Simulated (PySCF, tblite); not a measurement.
# C₈H₁₀P+: geometry, infrared bands and NMR shifts

Aim: predict the infrared bands and NMR shifts of C₈H₁₀P+ (`C[P+]12C=CC(C=C1)C=C2`).

Computed with tblite 0.8.0 and PySCF 2.14.0, with density-fitted response routines of our own, on a single molecule in the gas phase. Atoms are numbered from 0 throughout.

## (1) The starting structure

19 atoms, charge 1, multiplicity 1; geometry from: force field or distance geometry start.

Bonds of the start (Å): C0–P1 1.71, P1–C2 1.81, C2–C3 1.38, C3–C4 1.53, C4–C5 1.52, C5–C6 1.36, C4–C7 1.52, C7–C8 1.36, C6–P1 1.82, C8–P1 1.82, C0–H9 1.12, C0–H10 1.12, C0–H11 1.13, C2–H12 1.03, C3–H13 1.08, C4–H14 1.10, C5–H15 1.08, C6–H16 1.06, C7–H17 1.09, C8–H18 1.06.

## (2) Geometry optimisation with GFN2-xTB

What the job is given:

```
{"job": {"kind": "relax", "xc": "GFN2-xTB", "basis": "xTB"}, "charge": 1, "multiplicity": 1}
C      2.324200    -0.677200     1.043000
P      0.826200    -0.229400     0.359000
C      0.500100    -0.653400    -1.374500
C     -0.755900    -0.243800    -1.770700
C     -1.625100     0.483200    -0.740600
C     -0.881300     1.709800    -0.237400
C      0.359400     1.532000     0.301500
C     -1.809600    -0.435300     0.453100
C     -0.705100    -0.893800     1.096100
H      2.712800    -0.006000     1.844600
H      3.176600    -0.782200     0.324100
H      2.275200    -1.696700     1.531800
H      1.169400    -1.133400    -1.990000
H     -1.111600    -0.454400    -2.764700
H     -2.598600     0.760400    -1.161600
H     -1.314700     2.698700    -0.284200
H      0.980400     2.312300     0.653600
H     -2.804800    -0.736700     0.777000
H     -0.727400    -1.544800     1.932400
```

On the command line:

```console
OMP_NUM_THREADS=1 python probes_run.py task.json out
```

One launch serves the whole session: the jobs run in the order shown.

**Question.** This job is followed by: GFN2-xTB harmonic vibrations, gas phase; GIAO PBE0/pcSseg-1 NMR shielding, non-relativistic, gas phase. Predict these results of the whole session: strongest single infrared mode (GFN2-xTB); zero-point energy (GFN2-xTB); 13C shifts against TMS (PBE0/pcSseg-1, means over atoms taken as alike); 1H shifts against TMS (PBE0/pcSseg-1, means over atoms taken as alike); 31P shifts against H3PO4 (PBE0/pcSseg-1).

The runs gave:

| quantity | value |
| --- | --- |
| strongest single infrared mode (GFN2-xTB) | 872 cm⁻¹, 98 km/mol |
| zero-point energy (GFN2-xTB) | 94.5 kcal/mol |
| 13C shifts against TMS (PBE0/pcSseg-1, means over atoms taken as alike) | 170.5, 131.4, 56.9, 1.0 ppm |
| 1H shifts against TMS (PBE0/pcSseg-1, means over atoms taken as alike) | 8.66, 7.39, 6.12, 2.82 ppm |
| 31P shifts against H3PO4 (PBE0/pcSseg-1) | -25.5 ppm |

In words: The optimisation took 68 steps and gained 0.482 eV; among the close pairs (by a distance rule), C0–P1 changed most, from 1.707 to 1.798 Å. No mode is imaginary among the 51: a minimum at this level. The strongest single mode, at 872 cm⁻¹, is spread over many atoms; the largest shares are those of P1, C0. GFN2-xTB is a fitted tight-binding method: band positions and strengths are rough. Its intensities can rank the bands wrongly. At PBE0/pcSseg-1: The largest span, 296 ppm, is at C3, C5, C7, where the paramagnetic term is -237 ppm.
